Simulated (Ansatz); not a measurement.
**C3H6CuN: taking an electron away**

How much energy removes an electron from C3H6CuN at fixed geometry? The cation is run at each level and the neutral's energy taken from earlier runs.

Computed with Ansatz 0.2.0, Gaussian basis. Level: unrestricted cation, the program's frozen cores in correlated methods.

Levels to be run: UKS PBE-D4/def2-TZVPP; UKS r2SCAN-D4/def2-TZVPP; UKS PBE0-D4/def2-TZVPP; UKS B3LYP-D4/def2-TZVPP; UKS wB97X-V/def2-TZVPP; UKS wB97M-V/def2-TZVPP; UKS B2PLYP (frozen core with 3s3p of Cu, Zn)/def2-TZVPP; UHF-CCSD(T) with 3s3p of Cu, Zn/def2-TZVPP; UHF-MP2 with 3s3p of Cu, Zn/def2-QZVPP; extrapolation to the limit; then −ε(HOMO) from the neutral's earlier runs with LDA (SPW92), PBE-D4, revPBE-D4, BLYP-D4, r2SCAN-D4, B97M-V, PBE0-D4, B3LYP-D4, r2SCANh-D4, r2SCAN0-D4, HSE06-D4, BHLYP-D4, CAM-B3LYP-D4, LC-ωPBE, ωB97X-V, ωB97M-V.

## Step 1: Structure used throughout

All runs share one geometry, relaxed beforehand with PBE0-D4 in a triple-zeta def2 set.

11 atoms, charge 0, spin multiplicity 1.

Atoms are counted from 1 here; the program's logs count them from 0.

Bond lengths: C1–C2 1.444 Å, C1–H6 1.091 Å, C1–H7 1.091 Å, C1–H8 1.091 Å, C2–N3 1.147 Å, N3–Cu4 1.867 Å, Cu4–C5 1.910 Å, C5–H9 1.096 Å, C5–H10 1.096 Å, C5–H11 1.096 Å. Angles: C2–C1–H6 109.9°, C2–C1–H7 109.9°, C2–C1–H8 109.9°, H6–C1–H7 109.1°, H6–C1–H8 109.1°, H7–C1–H8 109.1°, C1–C2–N3 180.0°, C2–N3–Cu4 180.0°, N3–Cu4–C5 180.0°, Cu4–C5–H9 111.5°, Cu4–C5–H10 111.5°, Cu4–C5–H11 111.5°, H9–C5–H10 107.4°, H9–C5–H11 107.4°, H10–C5–H11 107.4°.

## Step 2: Cation, UKS PBE-D4/def2-TZVPP

The input, in.yaml:

```yaml
crystal:
  periodic: [false, false, false]
  atoms:
    - {symbol: C, position_ang: [-1.879565, -2.417430, 0.455379]}
    - {symbol: C, position_ang: [-1.002976, -1.290050, 0.243284]}
    - {symbol: N, position_ang: [-0.306767, -0.394640, 0.074739]}
    - {symbol: Cu, position_ang: [0.826845, 1.063405, -0.200072]}
    - {symbol: C, position_ang: [1.986216, 2.554619, -0.481310]}
    - {symbol: H, position_ang: [-1.367351, -3.179822, 1.044663]}
    - {symbol: H, position_ang: [-2.171912, -2.845665, -0.504834]}
    - {symbol: H, position_ang: [-2.774998, -2.095640, 0.989710]}
    - {symbol: H, position_ang: [2.348332, 2.966686, 0.467196]}
    - {symbol: H, position_ang: [2.865090, 2.274379, -1.072610]}
    - {symbol: H, position_ang: [1.477095, 3.364148, -1.016145]}
basis:
  gaussian: {orbitals: def2-TZVPP}
total_charge: 1
magnetization: {spin_polarized: true, initial_magnetization: 1}
hamiltonian: {xc: pbe, dispersion: d4}
```

Started as:

```sh
> ansatz run in.yaml --threads 2 --pin off --events-out ev --progress --plain --max-ram 32768MiB --backend cuda --devices 0, --max-vram 18GiB
```

The runs that follow: Cation, UKS r2SCAN-D4/def2-TZVPP; Cation, UKS PBE0-D4/def2-TZVPP; Cation, UKS B3LYP-D4/def2-TZVPP; Cation, UKS wB97X-V/def2-TZVPP; Cation, UKS wB97M-V/def2-TZVPP; Cation, UKS B2PLYP (frozen core with 3s3p of Cu, Zn)/def2-TZVPP; Cation, UHF-CCSD(T) with 3s3p of Cu, Zn/def2-TZVPP; Cation, UHF-MP2 with 3s3p of Cu, Zn/def2-QZVPP.

Q: Predict the results of all the runs planned. Wanted: ionisation energy, CCSD(T)/def2-TZVPP; nearest functional by difference; nearest −ε(HOMO); −ε(HOMO) of PBE; T1 of the cation.

The runs gave:

| quantity | value |
| --- | --- |
| ionisation energy, CCSD(T)/def2-TZVPP | 7.59 eV |
| nearest functional by difference | B3LYP-D4 (-0.02 eV) |
| nearest −ε(HOMO) | ωB97M-V (+0.07 eV) |
| −ε(HOMO) of PBE | 4.49 eV |
| T1 of the cation | 0.079 |

Energy differences with functionals land within 0.28 eV of the reference. The PBE orbital energy is 3.1 eV too small: a semilocal HOMO is no ionisation energy. Among orbital estimates ωB97M-V comes nearest. Hartree-Fock falls 2.65 eV short, as the neutral has more correlation energy than the cation. The cation's T1 (from the report) is 0.079, above the customary mark of 0.045 for open shells, so the coupled-cluster value is less safe. For Cu the d shell is correlated and the shells below it are frozen.
